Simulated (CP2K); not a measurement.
Ta3N under changes of volume

One of the cells (14.978 Å³/atom); the others are scaled copies at fixed shape and fractional positions:

```xyz
4
Lattice="3.0322 0.0000 0.0000 -1.5161 2.6260 0.0000 0.0000 0.0000 7.5241" Properties=species:S:1:pos:R:3 pbc="T T T"
Ta    1.5161    0.8753    6.2155
Ta    0.0000    1.7507    1.3087
Ta    0.0000    0.0000    3.7621
N     0.0000    0.0000    0.0000
```

The cell comes from a database or a generator and needn't be the stable form of this composition.

- Program: CP2K 2026.2
- Functional: PBE
- Potentials or basis: POTENTIAL_UZH Ta GTH-PBE-q13, N GTH-PBE-q5; TZVP-MOLOPT-PBE-GTH basis
- Density cutoff: 6123 eV
- k mesh: 10 × 10 × 4
- Occupations: fermi-dirac, width 0.05 eV
- Spin: no spin polarisation

```csv
volume (Å³/atom),energy over the lowest point (meV/atom),pressure (GPa),largest force (eV/Å)
14.079,29.98,14.1,0.135
14.379,?,?,?
14.678,0.00,2.4,0.132
14.978,0.35,-2.6,0.247
15.277,9.58,-7.1,0.350
15.577,26.87,-11.2,0.443
15.877,51.41,-14.9,0.527
```

**Question.** What does the run at 14.379 Å³/atom give?

**Answer.** Energy over the lowest point 9.54 meV/atom; pressure 7.9 GPa; largest force 0.005 eV/Å.

Worked out: A Birch-Murnaghan fit of order 3 (a polynomial in V^(-2/3)) to the other rows has its minimum at 14.82 Å³/atom with B0 = V·E''(V) = 249 GPa and B' = 4.1 at fixed shape and positions, which overstates the stiffness. It gives 9.49 meV/atom at 14.379 Å³/atom, against the run's 9.54, and -dE/dV = 7.9 GPa, against 7.9.

Energies are extrapolated to zero smearing.

Caveats: the basis of atomic orbitals isn't converged, which shifts pressures, moduli and gaps.
